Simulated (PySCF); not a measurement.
# C2HBF2S2: the cost of one run

Programs: PySCF 2.14.0, with density-fitted response routines of our own. Each step states its level of theory. These are calculated values for one molecule in the gas phase, unless marked as measured. Atoms are numbered from 0 throughout.

## 1. The molecule as given

8 atoms, charge 0, multiplicity 1; geometry from: GFN2-xTB. The atoms were then displaced at random by about 0.01 Å, so the start is not that level's minimum.

Bonds of the start (Å): F0–B1 1.29, B1–S2 1.79, S2–C3 1.79, C3–C4 1.32, C4–F5 1.34, C4–S6 1.75, S6–B1 1.81, C3–H7 1.06.

## 2. Geometry optimisation at PBE0-D3(BJ)/def2-SVP

Job settings and geometry (Å):

```
{"job": {"xc": "PBE0", "basis": "def2-SVP", "d3": "d3bj", "grid": 1, "shake": 0.01, "kind": "geom"}, "charge": 0, "multiplicity": 1}
F     -2.803780     0.592260    -0.022550
B     -1.544320     0.327410    -0.017360
S     -0.937020    -1.346110     0.186650
C      0.789060    -0.870210     0.094870
C      1.024940     0.417650    -0.092060
F      2.267910     0.898780    -0.172710
S     -0.260280     1.594830    -0.209810
H      1.518620    -1.633760     0.180500
```

Launch:

```bash
> OMP_NUM_THREADS=1 python probes_run.py task.json out
```

This one command runs all jobs of the session in turn.

**Question.** How long does this first job take on 1 thread of Arm Neoverse V1, shared host, and how much memory does it need?

About 35 s, with a peak of 0.45 GiB.
